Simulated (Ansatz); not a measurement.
The system is Ir4W.

```xyz
5
Lattice="1.3778 0.7955 11.3106 -1.3778 0.7955 11.3106 0.0000 -1.5910 11.3106" Properties=species:S:1:pos:R:3 pbc="T T T"
Ir    0.0000    0.0000   13.5614
Ir    0.0000    0.0000   27.1728
Ir    0.0000    0.0000    6.7589
Ir    0.0000    0.0000   20.3703
W     0.0000    0.0000    0.0000
```

The cell comes from a database or a generator and needn't be the stable form of this composition.

Base run:

```yaml
Program: Ansatz 0.2.0
Functional: r2SCAN
Potentials_or_basis: Ansatz PAW
Cutoff: "500 eV (not typed: the program's choice for these potentials)"
k_mesh: 11 × 11 × 11
Occupations: fermi-dirac, width 0.05 eV
Spin: no spin polarisation
```

Its results: band gap on the k mesh none (metal or under the smearing width); pressure -8.2 GPa; largest force 0.059 eV/Å.

Task: After a change of settings the same cell gave: band gap on the k mesh none (metal or under the smearing width); pressure 2.6 GPa; largest force 0.026 eV/Å. Which change was it?
A. functional from r2SCAN to revPBE; cutoff from 500 eV (not typed: the program's choice for these potentials) to 420 eV (not typed: the program's choice for these potentials)
B. functional from r2SCAN to RPBE; cutoff from 500 eV (not typed: the program's choice for these potentials) to 420 eV (not typed: the program's choice for these potentials)
C. functional from r2SCAN to BLYP; cutoff from 500 eV (not typed: the program's choice for these potentials) to 420 eV (not typed: the program's choice for these potentials)
D. functional from r2SCAN to PBEsol; cutoff from 500 eV (not typed: the program's choice for these potentials) to 420 eV (not typed: the program's choice for these potentials)

Result: B.

Caveats: spin-orbit coupling is left out, which moves the levels of the heavy elements; the PAW data sets come from PBE, with cores solved anew for the run's functional, which leaves a small shift of forces and pressure.

Runs at the PBE level aren't shown here.
